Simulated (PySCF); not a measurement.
**C2H7FOSi: NMR shifts at several levels of theory**

How much do the NMR shifts of C2H7FOSi (`O[SiH2]CCF`) depend on the level of theory, and what does each level cost?

Computed with PySCF 2.14.0, with density-fitted response routines of our own, on a single molecule in the gas phase. Atoms count from 0, in the outputs and in this text.

## 1. The starting structure

12 atoms, charge 0, multiplicity 1; geometry from: GFN2-xTB. The atoms were then displaced at random by about 0.01 Å, so the start is not that level's minimum.

Bonds of the start (Å): O0–Si1 1.61, Si1–C2 1.93, C2–C3 1.48, C3–F4 1.37, O0–H5 0.99, Si1–H6 1.47, Si1–H7 1.46, C2–H8 1.11, C2–H9 1.07, C3–H10 1.14, C3–H11 1.08.

## 2. Geometry optimisation at PBE0-D3(BJ)/def2-SVP

The job: settings as JSON, then the geometry in Å.

```
{"job": {"xc": "PBE0", "basis": "def2-SVP", "d3": "d3bj", "grid": 1, "shake": 0.01, "kind": "geom"}, "charge": 0, "multiplicity": 1}
O      1.730770     0.900830     0.971330
Si     1.387530    -0.215330    -0.142080
C     -0.439050    -0.814950    -0.012450
C     -1.387580     0.297960    -0.265930
F     -1.207720     1.349550     0.589280
H      1.048240     1.581990     1.203490
H      1.590070     0.308820    -1.497530
H      2.321460    -1.286790     0.194350
H     -0.603560    -1.217480     1.009660
H     -0.621300    -1.611440    -0.707590
H     -2.464270    -0.025390    -0.084910
H     -1.314900     0.703960    -1.266640
```

Started as:

```sh
OMP_NUM_THREADS=1 python probes_run.py task.json out
```

The driver reads the jobs from task.json and runs them one after another.

Output:

```text
step   0  E = -544.33968774  max force = 0.045778
step   1  E = -544.34717167  max force = 0.004793
step   2  E = -544.34777064  max force = 0.003073
step   3  E = -544.34791154  max force = 0.001206
step   4  E = -544.34795383  max force = 0.000425
step   5  E = -544.34799682  max force = 0.001653
step   6  E = -544.34803512  max force = 0.002133
step   7  E = -544.34805882  max force = 0.001372
step   8  E = -544.34807004  max force = 0.000177
optimisation converged
```

It took 39 s on 1 thread of Arm Neoverse V1, shared host; peak memory 0.44 GiB.

Along the way:

| step | energy from step 0 (eV) | largest force component (eV/Å) |
| --- | --- | --- |
| 0 | 0.0000 | 2.3540 |
| 1 | -0.2036 | 0.2465 |
| 2 | -0.2199 | 0.1580 |
| 3 | -0.2238 | 0.0620 |
| 4 | -0.2249 | 0.0219 |
| 5 | -0.2261 | 0.0850 |
| 6 | -0.2271 | 0.1097 |
| 7 | -0.2278 | 0.0706 |
| 8 | -0.2281 | 0.0091 |

Close pairs (by a distance rule), those that changed most:

| bond | before (Å) | after (Å) | change (Å) |
| --- | --- | --- | --- |
| O0–Si1 | 1.613 | 1.663 | +0.050 |
| C3–H10 | 1.139 | 1.103 | -0.036 |
| Si1–C2 | 1.927 | 1.892 | -0.035 |
| Si1–H6 | 1.467 | 1.499 | +0.032 |
| C2–H9 | 1.073 | 1.104 | +0.031 |
| Si1–H7 | 1.461 | 1.489 | +0.029 |
| C2–C3 | 1.484 | 1.512 | +0.028 |
| O0–H5 | 0.992 | 0.965 | -0.027 |

The next job starts from the end point, and lists it.

| at the end point | value |
| --- | --- |
| point group (found at 0.08 Å tolerance) | C1 |
| rotational constants (GHz, main isotopes) | 5.971, 2.864, 2.136 |
| dipole moment (D) | 2.78 |

## 3. Nuclear shieldings: PBE0/6-31G*

The job: settings as JSON, then the geometry in Å.

```
{"job": {"kind": "nmr", "xc": "PBE0", "basis": "6-31G*", "pop": true}, "charge": 0, "multiplicity": 1}
O      1.638584     0.945402     1.133729
Si     1.389256    -0.178325    -0.067200
C     -0.396036    -0.801317    -0.010373
C     -1.407138     0.283094    -0.305727
F     -1.113503     1.425428     0.431259
H      0.876289     1.527300     1.241343
H      1.638289     0.384963    -1.433758
H      2.328441    -1.308830     0.173813
H     -0.576022    -1.237830     0.986843
H     -0.516011    -1.619036    -0.741829
H     -2.436153    -0.015161    -0.045415
H     -1.386318     0.566841    -1.371526
```

Level: GIAO PBE0/6-31G* NMR shielding, non-relativistic, gas phase.

Output:

```text
coarse grid: 10312 points
cycle   1  E = -544.5062951520  dE =  3.469e-01  |g| = 8.060e-01  |ddm| = 2.884e+00
cycle   2  E = -544.3583746027  dE =  1.479e-01  |g| = 1.196e+00  |ddm| = 1.532e+00
cycle   3  E = -544.6263615050  dE = -2.680e-01  |g| = 1.010e-01  |ddm| = 1.026e+00
cycle   4  E = -544.6283368654  dE = -1.975e-03  |g| = 4.084e-02  |ddm| = 1.136e-01
cycle   5  E = -544.6286952052  dE = -3.583e-04  |g| = 6.314e-03  |ddm| = 3.529e-02
cycle   6  E = -544.6287021310  dE = -6.926e-06  |g| = 2.618e-03  |ddm| = 6.483e-03
final grid: 94760 points
cycle   7  E = -544.5925053631  dE = -2.042e-05  |g| = 6.349e-03  |ddm| = 1.475e-02
cycle   8  E = -544.5924967243  dE =  8.639e-06  |g| = 9.226e-03  |ddm| = 1.199e-02
cycle   9  E = -544.5925141412  dE = -1.742e-05  |g| = 5.994e-04  |ddm| = 6.964e-03
cycle  10  E = -544.5925142138  dE = -7.262e-08  |g| = 1.490e-04  |ddm| = 6.062e-04
cycle  11  E = -544.5925142189  dE = -5.069e-09  |g| = 4.425e-05  |ddm| = 1.669e-04
cycle  12  E = -544.5925142192  dE = -3.309e-10  |g| = 1.903e-05  |ddm| = 4.069e-05
converged SCF energy = -544.5925142192

GIAO shielding tensors (ppm)
atom      isotropic    diamagn.    paramagn.     s11        s22        s33       span
  0 O      308.872     391.476     -82.604    271.988    306.682    347.946     75.958
  1 Si     409.644     879.972    -470.328    370.797    395.317    462.818     92.021
  2 C      175.435     250.598     -75.163    158.965    179.729    187.610     28.645
  3 C      114.453     240.365    -125.912     76.149     97.758    169.452     93.303
  4 F      417.279     472.336     -55.057    383.589    402.025    466.224     82.635
  5 H       31.073      29.527       1.547     21.471     29.338     42.411     20.940
  6 H       26.441      29.522      -3.081     23.157     24.935     31.230      8.073
  7 H       26.709      28.899      -2.190     23.531     24.927     31.670      8.140
  8 H       30.407      30.244       0.163     27.052     28.763     35.406      8.354
  9 H       31.729      29.871       1.858     27.998     29.166     38.022     10.024
 10 H       26.981      27.756      -0.775     22.442     27.198     31.304      8.862
 11 H       27.160      28.645      -1.484     23.074     27.260     31.147      8.072
```

Run time: 7.3 s. Hardware: 1 thread of Arm Neoverse V1, shared host; peak memory 0.48 GiB.

Shifts follow as δ = σ(reference) − σ, with reference shieldings (ppm) from runs at the same level and on the same kind of geometry: 1H TMS 31.96, 13C TMS 194.1, 29Si TMS 418.1, 19F CFCl3 198.9, 17O H2O 324.2. The references are single molecules in the gas phase, so shifts against H2O, NH3, PH3, H3PO4 or CFCl3 are not on the usual liquid scales and can be off by tens of ppm. Atoms listed in one row are averaged.

| atoms | environment | σ (ppm) | δ (ppm) |
| --- | --- | --- | --- |
| C3 | sp3 CH2 bonded to F | 114.5 | 79.7 |
| C2 | sp3 CH2 bonded to Si | 175.4 | 18.7 |
| H6, H7 | hydrogen on a silicon bonded to C, O | 26.57 | 5.39 |
| H10, H11 | hydrogen on an sp3 CH2 bonded to F | 27.07 | 4.89 |
| H8, H9 | hydrogen on an sp3 CH2 bonded to Si | 31.07 | 0.90 |
| H5 | hydrogen on an oxygen bonded to Si | 31.07 | 0.89 |
| O0 | oxygen bonded to Si, H | 308.9 | 15.3 |
| Si1 | silicon bonded to C, O, 2 H | 409.6 | 8.4 |
| F4 | fluorine on an sp3 carbon | 417.3 | -218.4 |

Charges from the same density, by scheme (e):

| atoms | Mulliken | IAO | Hirshfeld | ESP fit |
| --- | --- | --- | --- | --- |
| O0 | -0.75 | -0.78 | -0.32 | -0.66 |
| Si1 | 0.71 | 0.98 | 0.36 | 0.61 |
| C2 | -0.63 | -0.58 | -0.16 | -0.40 |
| C3 | 0.03 | 0.05 | 0.04 | 0.17 |
| F4 | -0.35 | -0.32 | -0.11 | -0.24 |

Mayer bond orders: O0–Si1 1.05, Si1–C2 0.90, C2–C3 1.00, C3–F4 0.85.

## 4. Nuclear shieldings: PBE0/6-311+G(2d,p)

Settings changed since step 3:

```diff
@@ -1,2 +1,2 @@
-{"job": {"kind": "nmr", "xc": "PBE0", "basis": "6-31G*", "pop": true}, "charge": 0, "multiplicity": 1}
+{"job": {"kind": "nmr", "xc": "PBE0", "basis": "6-311+G(2d,p)", "pop": true}, "charge": 0, "multiplicity": 1}
 O      1.638584     0.945402     1.133729
```

Method: GIAO PBE0/6-311+G(2d,p) NMR shielding, non-relativistic, gas phase.

Output:

```text
coarse grid: 10312 points
cycle   1  E = -544.5921356072  dE =  3.321e-01  |g| = 8.310e-01  |ddm| = 2.649e+00
cycle   2  E = -544.4054573978  dE =  1.867e-01  |g| = 1.310e+00  |ddm| = 3.099e+00
cycle   3  E = -544.7099784358  dE = -3.045e-01  |g| = 1.138e-01  |ddm| = 2.577e+00
cycle   4  E = -544.7121745029  dE = -2.196e-03  |g| = 5.121e-02  |ddm| = 1.274e-01
cycle   5  E = -544.7126941272  dE = -5.196e-04  |g| = 9.202e-03  |ddm| = 5.064e-02
cycle   6  E = -544.7127055822  dE = -1.145e-05  |g| = 3.801e-03  |ddm| = 8.090e-03
cycle   7  E = -544.7127080562  dE = -2.474e-06  |g| = 6.392e-04  |ddm| = 2.737e-03
final grid: 94760 points
cycle   8  E = -544.7230320294  dE = -4.962e-05  |g| = 8.280e-03  |ddm| = 4.203e-02
cycle   9  E = -544.7230177495  dE =  1.428e-05  |g| = 1.193e-02  |ddm| = 1.519e-02
cycle  10  E = -544.7230458129  dE = -2.806e-05  |g| = 1.067e-03  |ddm| = 1.083e-02
cycle  11  E = -544.7230459917  dE = -1.788e-07  |g| = 3.334e-04  |ddm| = 1.050e-03
cycle  12  E = -544.7230460156  dE = -2.393e-08  |g| = 6.703e-05  |ddm| = 3.006e-04
cycle  13  E = -544.7230460163  dE = -6.332e-10  |g| = 3.347e-05  |ddm| = 6.309e-05
cycle  14  E = -544.7230460164  dE = -1.701e-10  |g| = 5.104e-06  |ddm| = 2.832e-05
converged SCF energy = -544.7230460164

GIAO shielding tensors (ppm)
atom      isotropic    diamagn.    paramagn.     s11        s22        s33       span
  0 O      298.727     387.048     -88.321    269.173    298.862    328.147     58.974
  1 Si     354.004     876.665    -522.662    309.513    337.229    415.269    105.755
  2 C      165.783     243.560     -77.777    148.001    170.763    178.587     30.586
  3 C      101.525     242.643    -141.117     58.756     82.852    162.968    104.212
  4 F      402.952     468.408     -65.455    369.479    390.357    449.021     79.542
  5 H       30.544      30.608      -0.064     21.064     28.495     42.072     21.008
  6 H       26.002      28.423      -2.421     23.122     24.373     30.511      7.389
  7 H       26.339      27.965      -1.625     23.322     24.682     31.014      7.692
  8 H       29.764      30.060      -0.296     26.586     28.444     34.264      7.678
  9 H       30.917      29.467       1.449     27.203     28.486     37.061      9.858
 10 H       26.534      29.303      -2.769     22.122     26.843     30.638      8.516
 11 H       26.707      30.145      -3.438     22.630     26.826     30.664      8.034
```

Wall time 18 s (1 thread of Arm Neoverse V1, shared host); peak memory 0.87 GiB.

Key values: δ C3 84.9, C2 20.7, O0 27.8, Si1 -9.6, H6 5.34, H10 4.89 ppm (means over like atoms).

## 5. Nuclear shieldings: PBE0/def2-SVP

Settings changed since step 4:

```diff
@@ -1,2 +1,2 @@
-{"job": {"kind": "nmr", "xc": "PBE0", "basis": "6-311+G(2d,p)", "pop": true}, "charge": 0, "multiplicity": 1}
+{"job": {"kind": "nmr", "xc": "PBE0", "basis": "def2-SVP", "pop": true}, "charge": 0, "multiplicity": 1}
 O      1.638584     0.945402     1.133729
```

Level: GIAO PBE0/def2-SVP NMR shielding, non-relativistic, gas phase.

Output:

```text
coarse grid: 10312 points
cycle   1  E = -544.1458844890  dE =  3.132e-01  |g| = 7.967e-01  |ddm| = 3.222e+00
cycle   2  E = -543.9965834420  dE =  1.493e-01  |g| = 1.190e+00  |ddm| = 1.688e+00
cycle   3  E = -544.2623094369  dE = -2.657e-01  |g| = 9.875e-02  |ddm| = 1.144e+00
cycle   4  E = -544.2641416909  dE = -1.832e-03  |g| = 4.281e-02  |ddm| = 1.193e-01
cycle   5  E = -544.2645365778  dE = -3.949e-04  |g| = 6.349e-03  |ddm| = 3.947e-02
cycle   6  E = -544.2645433546  dE = -6.777e-06  |g| = 2.605e-03  |ddm| = 7.092e-03
final grid: 94760 points
cycle   7  E = -544.3404883180  dE = -2.051e-05  |g| = 6.807e-03  |ddm| = 1.847e-02
cycle   8  E = -544.3404779901  dE =  1.033e-05  |g| = 9.984e-03  |ddm| = 1.352e-02
cycle   9  E = -544.3404979414  dE = -1.995e-05  |g| = 5.948e-04  |ddm| = 8.059e-03
cycle  10  E = -544.3404980150  dE = -7.360e-08  |g| = 1.570e-04  |ddm| = 6.904e-04
cycle  11  E = -544.3404980206  dE = -5.641e-09  |g| = 2.978e-05  |ddm| = 1.644e-04
cycle  12  E = -544.3404980208  dE = -1.437e-10  |g| = 1.681e-05  |ddm| = 3.577e-05
converged SCF energy = -544.3404980208

GIAO shielding tensors (ppm)
atom      isotropic    diamagn.    paramagn.     s11        s22        s33       span
  0 O      315.770     386.792     -71.023    282.543    315.341    349.425     66.882
  1 Si     427.093     880.663    -453.570    386.339    411.367    483.574     97.234
  2 C      176.095     251.703     -75.608    159.254    180.564    188.467     29.214
  3 C      113.461     241.355    -127.894     72.845     95.992    171.546     98.700
  4 F      421.468     474.477     -53.010    387.332    406.197    470.873     83.542
  5 H       30.340      32.729      -2.389     20.322     28.402     42.296     21.975
  6 H       26.131      29.970      -3.839     22.993     24.545     30.856      7.863
  7 H       26.409      29.024      -2.614     23.262     24.578     31.388      8.127
  8 H       29.931      31.485      -1.553     26.558     28.255     34.982      8.424
  9 H       31.136      30.837       0.299     27.314     28.492     37.602     10.287
 10 H       26.584      28.105      -1.521     22.130     26.649     30.972      8.843
 11 H       26.863      29.788      -2.925     22.789     26.804     30.998      8.209
```

Run time: 8.4 s. Hardware: 1 thread of Arm Neoverse V1, shared host; peak memory 0.56 GiB.

In short: δ C3 80.3, C2 17.6, O0 27.3, Si1 -19.9, H6 5.07, H10 4.62 ppm (means over like atoms).

## 6. Nuclear shieldings: PBE0/def2-TZVP

Settings changed since step 5:

```diff
@@ -1,2 +1,2 @@
-{"job": {"kind": "nmr", "xc": "PBE0", "basis": "def2-SVP", "pop": true}, "charge": 0, "multiplicity": 1}
+{"job": {"kind": "nmr", "xc": "PBE0", "basis": "def2-TZVP", "pop": true}, "charge": 0, "multiplicity": 1}
 O      1.638584     0.945402     1.133729
```

Level: GIAO PBE0/def2-TZVP NMR shielding, non-relativistic, gas phase.

Output:

```text
coarse grid: 10312 points
cycle   1  E = -544.6284131662  dE =  3.291e-01  |g| = 8.348e-01  |ddm| = 2.407e+00
cycle   2  E = -544.4492596802  dE =  1.792e-01  |g| = 1.303e+00  |ddm| = 1.365e+00
cycle   3  E = -544.7473548920  dE = -2.981e-01  |g| = 1.092e-01  |ddm| = 9.723e-01
cycle   4  E = -544.7493780279  dE = -2.023e-03  |g| = 5.075e-02  |ddm| = 9.651e-02
cycle   5  E = -544.7498957330  dE = -5.177e-04  |g| = 8.390e-03  |ddm| = 3.587e-02
cycle   6  E = -544.7499058052  dE = -1.007e-05  |g| = 3.512e-03  |ddm| = 7.566e-03
cycle   7  E = -544.7499078883  dE = -2.083e-06  |g| = 6.407e-04  |ddm| = 2.259e-03
final grid: 94760 points
cycle   8  E = -544.7488581985  dE = -5.131e-05  |g| = 7.982e-03  |ddm| = 3.306e-02
cycle   9  E = -544.7488455111  dE =  1.269e-05  |g| = 1.139e-02  |ddm| = 1.117e-02
cycle  10  E = -544.7488713075  dE = -2.580e-05  |g| = 1.014e-03  |ddm| = 6.770e-03
cycle  11  E = -544.7488714663  dE = -1.588e-07  |g| = 3.060e-04  |ddm| = 8.318e-04
cycle  12  E = -544.7488714857  dE = -1.935e-08  |g| = 6.359e-05  |ddm| = 2.464e-04
cycle  13  E = -544.7488714863  dE = -5.792e-10  |g| = 3.214e-05  |ddm| = 5.413e-05
cycle  14  E = -544.7488714864  dE = -1.551e-10  |g| = 4.826e-06  |ddm| = 2.199e-05
converged SCF energy = -544.7488714864

GIAO shielding tensors (ppm)
atom      isotropic    diamagn.    paramagn.     s11        s22        s33       span
  0 O      297.765     387.226     -89.461    269.393    298.200    325.704     56.311
  1 Si     342.619     876.942    -534.323    297.555    325.940    404.361    106.806
  2 C      165.884     245.896     -80.012    148.187    171.011    178.455     30.269
  3 C       99.963     238.738    -138.775     56.736     81.029    162.124    105.387
  4 F      405.326     471.361     -66.035    371.037    390.503    454.439     83.402
  5 H       30.435      30.965      -0.530     21.075     28.259     41.971     20.896
  6 H       25.998      29.526      -3.528     23.139     24.390     30.466      7.327
  7 H       26.283      28.761      -2.478     23.324     24.612     30.913      7.589
  8 H       29.775      30.267      -0.493     26.657     28.476     34.192      7.535
  9 H       30.878      29.769       1.110     27.178     28.482     36.975      9.797
 10 H       26.509      28.271      -1.762     22.083     26.881     30.562      8.479
 11 H       26.704      29.254      -2.550     22.622     26.848     30.642      8.020
```

Run time: 26 s. Hardware: 1 thread of Arm Neoverse V1, shared host; peak memory 0.92 GiB.

Key values: δ C3 86.7, C2 20.8, O0 34.8, Si1 -11.1, H6 5.34, H10 4.87 ppm (means over like atoms).

## 7. Shielding tensors: PBE0/cc-pVDZ

Settings changed since step 6:

```diff
@@ -1,2 +1,2 @@
-{"job": {"kind": "nmr", "xc": "PBE0", "basis": "def2-TZVP", "pop": true}, "charge": 0, "multiplicity": 1}
+{"job": {"kind": "nmr", "xc": "PBE0", "basis": "cc-pVDZ", "pop": true}, "charge": 0, "multiplicity": 1}
 O      1.638584     0.945402     1.133729
```

With the program's defaults for keys left out, this is: GIAO PBE0/cc-pVDZ NMR shielding, non-relativistic, gas phase.

Output:

```text
coarse grid: 10312 points
cycle   1  E = -544.5002283135  dE =  3.840e-01  |g| = 8.055e-01  |ddm| = 5.900e+00
cycle   2  E = -544.3430753007  dE =  1.572e-01  |g| = 1.213e+00  |ddm| = 2.532e+00
cycle   3  E = -544.6184177186  dE = -2.753e-01  |g| = 1.040e-01  |ddm| = 1.540e+00
cycle   4  E = -544.6204850508  dE = -2.067e-03  |g| = 4.371e-02  |ddm| = 2.126e-01
cycle   5  E = -544.6208949307  dE = -4.099e-04  |g| = 6.521e-03  |ddm| = 7.005e-02
cycle   6  E = -544.6209022839  dE = -7.353e-06  |g| = 2.708e-03  |ddm| = 1.177e-02
final grid: 94760 points
cycle   7  E = -544.6290110560  dE = -2.116e-05  |g| = 6.371e-03  |ddm| = 3.812e-02
cycle   8  E = -544.6290023388  dE =  8.717e-06  |g| = 9.220e-03  |ddm| = 2.193e-02
cycle   9  E = -544.6290198208  dE = -1.748e-05  |g| = 6.756e-04  |ddm| = 1.247e-02
cycle  10  E = -544.6290199109  dE = -9.004e-08  |g| = 1.834e-04  |ddm| = 1.331e-03
cycle  11  E = -544.6290199184  dE = -7.542e-09  |g| = 3.580e-05  |ddm| = 3.078e-04
cycle  12  E = -544.6290199186  dE = -2.201e-10  |g| = 1.904e-05  |ddm| = 7.896e-05
converged SCF energy = -544.6290199186

GIAO shielding tensors (ppm)
atom      isotropic    diamagn.    paramagn.     s11        s22        s33       span
  0 O      319.471     386.225     -66.755    282.750    317.924    357.738     74.987
  1 Si     430.251     882.759    -452.508    391.091    416.495    483.166     92.075
  2 C      176.309     247.783     -71.474    159.215    181.664    188.047     28.831
  3 C      115.159     241.939    -126.780     74.817     98.376    172.284     97.467
  4 F      414.117     473.672     -59.555    380.345    398.034    463.972     83.628
  5 H       30.625      32.568      -1.943     20.718     28.547     42.610     21.891
  6 H       26.165      30.319      -4.154     22.948     24.471     31.076      8.128
  7 H       26.436      29.349      -2.913     23.212     24.549     31.548      8.336
  8 H       29.774      30.768      -0.994     26.449     28.266     34.606      8.156
  9 H       30.977      30.195       0.781     27.398     28.392     37.140      9.742
 10 H       26.427      28.169      -1.742     21.950     26.560     30.770      8.820
 11 H       26.672      29.827      -3.156     22.621     26.656     30.738      8.117
```

Run time: 9.9 s. Hardware: 1 thread of Arm Neoverse V1, shared host; peak memory 0.59 GiB.

Key values: δ C3 81.6, C2 20.4, O0 23.9, Si1 -11.6, H6 4.99, H10 4.74 ppm (means over like atoms).

## 8. Nuclear shieldings: PBE0/cc-pVTZ

Settings changed since step 7:

```diff
@@ -1,2 +1,2 @@
-{"job": {"kind": "nmr", "xc": "PBE0", "basis": "cc-pVDZ", "pop": true}, "charge": 0, "multiplicity": 1}
+{"job": {"kind": "nmr", "xc": "PBE0", "basis": "cc-pVTZ", "pop": true}, "charge": 0, "multiplicity": 1}
 O      1.638584     0.945402     1.133729
```

With the program's defaults for keys left out, this is: GIAO PBE0/cc-pVTZ NMR shielding, non-relativistic, gas phase.

Output:

```text
coarse grid: 10312 points
cycle   1  E = -544.6185638066  dE =  3.327e-01  |g| = 8.370e-01  |ddm| = 6.313e+00
cycle   2  E = -544.4442325506  dE =  1.743e-01  |g| = 1.299e+00  |ddm| = 2.435e+00
cycle   3  E = -544.7375736566  dE = -2.933e-01  |g| = 1.086e-01  |ddm| = 1.535e+00
cycle   4  E = -544.7395896731  dE = -2.016e-03  |g| = 5.040e-02  |ddm| = 2.094e-01
cycle   5  E = -544.7400924128  dE = -5.027e-04  |g| = 7.972e-03  |ddm| = 7.561e-02
cycle   6  E = -544.7401015733  dE = -9.160e-06  |g| = 3.420e-03  |ddm| = 1.272e-02
cycle   7  E = -544.7401035140  dE = -1.941e-06  |g| = 6.906e-04  |ddm| = 4.537e-03
final grid: 94760 points
cycle   8  E = -544.7385643097  dE = -6.105e-05  |g| = 8.871e-03  |ddm| = 8.608e-02
cycle   9  E = -544.7385481797  dE =  1.613e-05  |g| = 1.289e-02  |ddm| = 2.806e-02
cycle  10  E = -544.7385799873  dE = -3.181e-05  |g| = 9.840e-04  |ddm| = 1.587e-02
cycle  11  E = -544.7385801381  dE = -1.508e-07  |g| = 3.196e-04  |ddm| = 1.753e-03
cycle  12  E = -544.7385801592  dE = -2.108e-08  |g| = 6.989e-05  |ddm| = 5.005e-04
cycle  13  E = -544.7385801598  dE = -6.652e-10  |g| = 3.488e-05  |ddm| = 1.089e-04
cycle  14  E = -544.7385801600  dE = -1.821e-10  |g| = 4.427e-06  |ddm| = 4.201e-05
converged SCF energy = -544.7385801600

GIAO shielding tensors (ppm)
atom      isotropic    diamagn.    paramagn.     s11        s22        s33       span
  0 O      303.901     382.356     -78.456    272.922    302.887    335.893     62.971
  1 Si     365.292     885.732    -520.440    321.759    348.580    425.536    103.776
  2 C      166.988     244.644     -77.656    150.112    171.451    179.400     29.287
  3 C      101.357     235.837    -134.481     58.991     82.990    162.088    103.097
  4 F      406.865     473.385     -66.521    372.579    390.659    457.356     84.777
  5 H       30.051      32.238      -2.187     20.277     27.588     42.288     22.011
  6 H       26.014      29.874      -3.860     23.034     24.381     30.627      7.594
  7 H       26.315      28.683      -2.368     23.301     24.590     31.055      7.754
  8 H       29.578      30.498      -0.921     26.357     28.182     34.194      7.837
  9 H       30.688      29.887       0.801     26.938     28.167     36.957     10.019
 10 H       26.290      28.440      -2.150     21.820     26.566     30.484      8.665
 11 H       26.509      29.491      -2.982     22.396     26.597     30.535      8.139
```

Run time: 36 s. Hardware: 1 thread of Arm Neoverse V1, shared host; peak memory 0.93 GiB.

This run: δ C3 85.9, C2 20.3, O0 30.9, Si1 -5.3, H6 5.13, H10 4.89 ppm (means over like atoms).

(Part 1 of 2 ends here.)
